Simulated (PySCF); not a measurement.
# C2H4BF3: the cost of one run

The runs use PySCF 2.14.0, with density-fitted response routines of our own; the level of theory stands in each step. All values are computed, except where a source is named. Atoms are numbered from 0 throughout.

## Step 1: The starting structure

10 atoms, charge 0, multiplicity 1; geometry from: GFN2-xTB. The atoms were then displaced at random by about 0.01 Å, so the start is not that level's minimum.

Bonds of the start (Å): B0–C1 1.55, C1–C2 1.50, C2–F3 1.33, C2–F4 1.36, C2–F5 1.34, B0–H6 1.19, B0–H7 1.14, C1–H8 1.09, C1–H9 1.11.

## Step 2: Geometry optimisation at PBE0-D3(BJ)/def2-SVP

What the job is given:

```
{"job": {"xc": "PBE0", "basis": "def2-SVP", "d3": "d3bj", "grid": 1, "shake": 0.01, "kind": "geom"}, "charge": 0, "multiplicity": 1}
B     -1.466550     0.196570     0.026470
C      0.034870     0.572410     0.174120
C      0.976710    -0.549230    -0.152850
F      0.893260    -1.001680    -1.402730
F      2.284210    -0.180480    -0.034940
F      0.837810    -1.600690     0.664440
H     -2.255470     1.061320     0.234180
H     -1.809070    -0.842830    -0.295560
H      0.305320     1.427740    -0.444160
H      0.249350     0.895950     1.209980
```

On the command line:

```
> OMP_NUM_THREADS=1 python probes_run.py task.json out
```

This one command runs all jobs of the session in turn.

**Question.** How long does this first job take on 1 thread of Arm Neoverse N1, shared host, and how much memory does it need?

About 69 s, with a peak of 0.43 GiB.
